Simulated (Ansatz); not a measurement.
# Sn11GeO24: the cost of one run

Method: DFT, PBE, plane-wave PAW, default files, scalar-relativistic, as far as a step names no other, in Ansatz 0.2.0.

**1. Starting point**

The structure is orthorhombic, space group Pmmm (No. 47). Conventional cell: a = 6.701 Å, b = 6.701 Å, c = 9.560 Å, α = 90.00°, β = 90.00°, γ = 90.00°. Ge (site symmetry mmm) is surrounded by 6 O at 2.05 to 2.06 Å. Sn (site symmetry mm2) is surrounded by 6 O at 2.05 to 2.06 Å. Sn (site symmetry mmm) is surrounded by 6 O at 2.05 to 2.06 Å. Only part of the 16 independent sites is listed.

Structure file:

```cif
data_structure
_symmetry_space_group_name_H-M 'Pmmm'
_symmetry_Int_Tables_number 47
_cell_length_a 6.7005
_cell_length_b 6.7005
_cell_length_c 9.5595
_cell_angle_alpha 90.000
_cell_angle_beta 90.000
_cell_angle_gamma 90.000
_cell_volume 429.20
loop_
_atom_site_label
_atom_site_type_symbol
_atom_site_symmetry_multiplicity
_atom_site_Wyckoff_symbol
_atom_site_fract_x
_atom_site_fract_y
_atom_site_fract_z
_atom_site_occupancy
Ge1 Ge 1 a 0.00000 0.00000 0.00000 1
Sn1 Sn 2 q 0.00000 0.00000 0.33333 1
Sn2 Sn 1 f 0.50000 0.50000 0.00000 1
Sn3 Sn 2 t 0.50000 0.50000 0.33333 1
Sn4 Sn 2 s 0.50000 0.00000 0.16667 1
Sn5 Sn 1 d 0.50000 0.00000 0.50000 1
Sn6 Sn 2 r 0.00000 0.50000 0.16667 1
Sn7 Sn 1 g 0.00000 0.50000 0.50000 1
O1 O 2 i 0.30710 0.00000 0.00000 1
O2 O 4 w 0.30710 0.00000 0.33333 1
O3 O 2 k 0.80710 0.50000 0.00000 1
O4 O 4 x 0.80710 0.50000 0.33333 1
O5 O 4 v 0.50000 0.30710 0.16667 1
O6 O 2 p 0.50000 0.30710 0.50000 1
O7 O 4 u 0.00000 0.80710 0.16667 1
O8 O 2 n 0.00000 0.80710 0.50000 1
```

Atom 1 of the input is the impurity.

**2. First run, atoms as given**

input.yaml

```yaml
crystal:
  lattice:
    - [4.738, 4.738, 0.0]
    - [-4.738, 4.738, 0.0]
    - [0.0, 0.0, 9.5595]
  atoms:
    - { symbol: Ge, position: [0.0, 0.0, 0.0] }
    - { symbol: Sn, position: [0.0, 0.0, 0.3333333333] }
    - { symbol: Sn, position: [0.0, 0.0, 0.6666666667] }
    - { symbol: Sn, position: [0.5, 0.5, 0.0] }
    - { symbol: Sn, position: [0.5, 0.5, 0.3333333333] }
    - { symbol: Sn, position: [0.5, 0.5, 0.6666666667] }
    - { symbol: Sn, position: [0.5, 0.0, 0.1666666667] }
    - { symbol: Sn, position: [0.5, 0.0, 0.5] }
    - { symbol: Sn, position: [0.5, 0.0, 0.8333333333] }
    - { symbol: Sn, position: [0.0, 0.5, 0.1666666667] }
    - { symbol: Sn, position: [0.0, 0.5, 0.5] }
    - { symbol: Sn, position: [0.0, 0.5, 0.8333333333] }
    - { symbol: O, position: [0.3071, 0.0, 0.0] }
    - { symbol: O, position: [0.3071, 0.0, 0.3333333333] }
    - { symbol: O, position: [0.3071, 0.0, 0.6666666667] }
    - { symbol: O, position: [0.8071, 0.5, 0.0] }
    - { symbol: O, position: [0.8071, 0.5, 0.3333333333] }
    - { symbol: O, position: [0.8071, 0.5, 0.6666666667] }
    - { symbol: O, position: [0.5, 0.3071, 0.1666666667] }
    - { symbol: O, position: [0.5, 0.3071, 0.5] }
    - { symbol: O, position: [0.5, 0.3071, 0.8333333333] }
    - { symbol: O, position: [0.0, 0.8071, 0.1666666667] }
    - { symbol: O, position: [0.0, 0.8071, 0.5] }
    - { symbol: O, position: [0.0, 0.8071, 0.8333333333] }
    - { symbol: O, position: [0.6929, 0.0, 0.0] }
    - { symbol: O, position: [0.6929, 0.0, 0.3333333333] }
    - { symbol: O, position: [0.6929, 0.0, 0.6666666667] }
    - { symbol: O, position: [0.1929, 0.5, 0.0] }
    - { symbol: O, position: [0.1929, 0.5, 0.3333333333] }
    - { symbol: O, position: [0.1929, 0.5, 0.6666666667] }
    - { symbol: O, position: [0.5, 0.6929, 0.1666666667] }
    - { symbol: O, position: [0.5, 0.6929, 0.5] }
    - { symbol: O, position: [0.5, 0.6929, 0.8333333333] }
    - { symbol: O, position: [0.0, 0.1929, 0.1666666667] }
    - { symbol: O, position: [0.0, 0.1929, 0.5] }
    - { symbol: O, position: [0.0, 0.1929, 0.8333333333] }
kpoints:
  mp_grid: { grid: [3, 3, 2] }
scf:
  occupations: { method: fermi_dirac, width: 0.01 }
hamiltonian:
  xc: pbe
  pseudopotentials: { kind: paw }
output:
  forces: true
  stress: true
  populations: true
  efg:
    quadrupole_moments_barn: { Ge: -0.196, Sn: -0.132, O: -0.02558 }
    contact_densities: true
  write_density: true
  write_potential: true
  elf: true
  volumetric_format: npy
```

Run with:

```console
> ansatz run input.yaml --threads 1 --pin off --max-ram 3072MiB --backend cpu --events-out ev --progress --plain --runs-dir out
```

Q: Estimate wall time and peak memory on 1 thread of Intel Xeon Platinum 8488C (Sapphire Rapids), shared host.

About 52 s, with a peak of 1.2 GiB.
